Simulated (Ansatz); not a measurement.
# CH₅BrOSn: how energies converge with the basis set

One table from this session's results is given with a row withheld; the runs are named, their logs left out.

Computed with Ansatz 0.2.0, Gaussian basis. Level: one geometry, several basis sets.

The runs, in order: PBE0-D4/def2-SVP; ωB97M-V/def2-SVP; PBE0-D4/def2-QZVPP; ωB97M-V/def2-QZVPP; the functionals' def2-TZVPP values are taken from earlier runs.

### The geometry

All runs share one geometry, relaxed beforehand with PBE0-D4 in a triple-zeta def2 set. Sn takes the def2 core potential; no spin-orbit term is included.

SMILES `C[O][SnH2][Br]`, 9 atoms, charge 0, spin multiplicity 1.

Atoms are counted from 1 here; the program's logs count them from 0.

Bond lengths: C1–O2 1.408 Å, C1–H5 1.097 Å, C1–H6 1.093 Å, C1–H7 1.099 Å, O2–Sn3 1.951 Å, Sn3–Br4 2.480 Å, Sn3–H8 1.693 Å, Sn3–H9 1.703 Å. Angles: O2–C1–H5 112.1°, O2–C1–H6 107.9°, O2–C1–H7 112.4°, H5–C1–H6 108.1°, H5–C1–H7 108.3°, H6–C1–H7 107.9°, C1–O2–Sn3 120.3°, O2–Sn3–Br4 106.5°, O2–Sn3–H8 105.4°, O2–Sn3–H9 109.5°, Br4–Sn3–H8 109.6°, Br4–Sn3–H9 106.7°, H8–Sn3–H9 118.5°.

Set-up of the first run:

File in.yaml:

```yaml
crystal:
  periodic: [false, false, false]
  atoms:
    - {symbol: C, position_ang: [-0.668105, 0.006445, -1.313067]}
    - {symbol: O, position_ang: [0.292237, -0.731433, -0.594497]}
    - {symbol: Sn, position_ang: [0.668931, -0.300897, 1.270462]}
    - {symbol: Br, position_ang: [1.388203, 2.072220, 1.316215]}
    - {symbol: H, position_ang: [-0.389467, 1.062863, -1.409474]}
    - {symbol: H, position_ang: [-0.736805, -0.419825, -2.317334]}
    - {symbol: H, position_ang: [-1.665285, -0.045961, -0.855030]}
    - {symbol: H, position_ang: [1.967899, -1.295660, 1.707530]}
    - {symbol: H, position_ang: [-0.769107, -0.394253, 2.178296]}
basis:
  gaussian: {orbitals: def2-SVP}
hamiltonian: {xc: pbe0, dispersion: d4}
output: {orbitals: {seedname: orbitals}}
```

On the command line:

```
$ ansatz run in.yaml --threads 4 --pin off --events-out ev --progress --plain --max-ram 10444MiB
```

Among the steps run: PBE0-D4 in def2-SVP; ωB97M-V in def2-SVP; PBE0-D4 in def2-QZVPP; ωB97M-V in def2-QZVPP.

One of the session's tables, all rows but one given; the rest of the session is left out.

```
functional       basis  HOMO (eV)
   PBE0-D4    def2-SVP      -7.81
   PBE0-D4  def2-TZVPP      -7.96
   PBE0-D4  def2-QZVPP      -8.00
   ωB97M-V    def2-SVP     -10.16
   ωB97M-V  def2-TZVPP          ?
   ωB97M-V  def2-QZVPP     -10.37
```

**Question.** Estimate the row for ωB97M-V, def2-TZVPP.

As computed: HOMO (eV): -10.34. In the column «HOMO (eV)» it lies between ωB97M-V, def2-QZVPP (-10.37) and ωB97M-V, def2-SVP (-10.16).
